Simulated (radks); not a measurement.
**Taking charge from the 3s level of Si in fractions**

The task here is to estimate one member of a computed series from the others.

Program: radks (a radial shooting solver on a logarithmic mesh, Libxc functionals) version 1. Level of theory: scalar-relativistic Kohn-Sham, PBE, spin-unpolarised, spherical densities, finite nucleus. These are calculated values, not measurements, unless marked.

## Starting point

| Item | Value |
| --- | --- |
| element | silicon (Z = 14) |
| charge | 0 |
| electrons | 14 |
| configuration | [Ne] 3s2 3p2 |
| nuclear rms radius | 3.1224 fm |

The outer shells:

Si
```
[Ne] core
3s [↑↓]
3p [↑ ][↑ ][  ]
```

The first run:

The run's settings:

```text
Z 14
configuration [Ne] 3s2 3p2
relativity scalar-relativistic
functional pbe,pbe
spin unpolarised
nucleus finite rms 3.1224 fm
c 137.035999084
```

Among the steps run: Start: [Ne] 3s2 3p2.

One table of the session follows, with a row left open; its other results are not shown here.

It belongs to the step «Start: [Ne] 3s2 3p2». From the orbitals of this run (lengths in bohr):

| level | <r> | outermost maximum (interpolated) | 90 % within | nodes |
| --- | --- | --- | --- | --- |
| 1s | 0.1113 | 0.0726 | 0.199 | 0 |
| 2s | 0.5680 | 0.454 | 0.895 | 1 |
| 2p | ? | ? | ? | ? |
| 3s | 2.163 | 1.79 | 3.30 | 2 |
| 3p | 2.795 | 2.16 | 4.45 | 1 |

Q: Estimate the row for 2p from the others.

As computed: <r>: 0.5376; outermost maximum (interpolated): 0.388; 90 % within: 0.904; nodes: 0. In the column «<r>» it lies between 1s (0.1113) and 2s (0.5680).
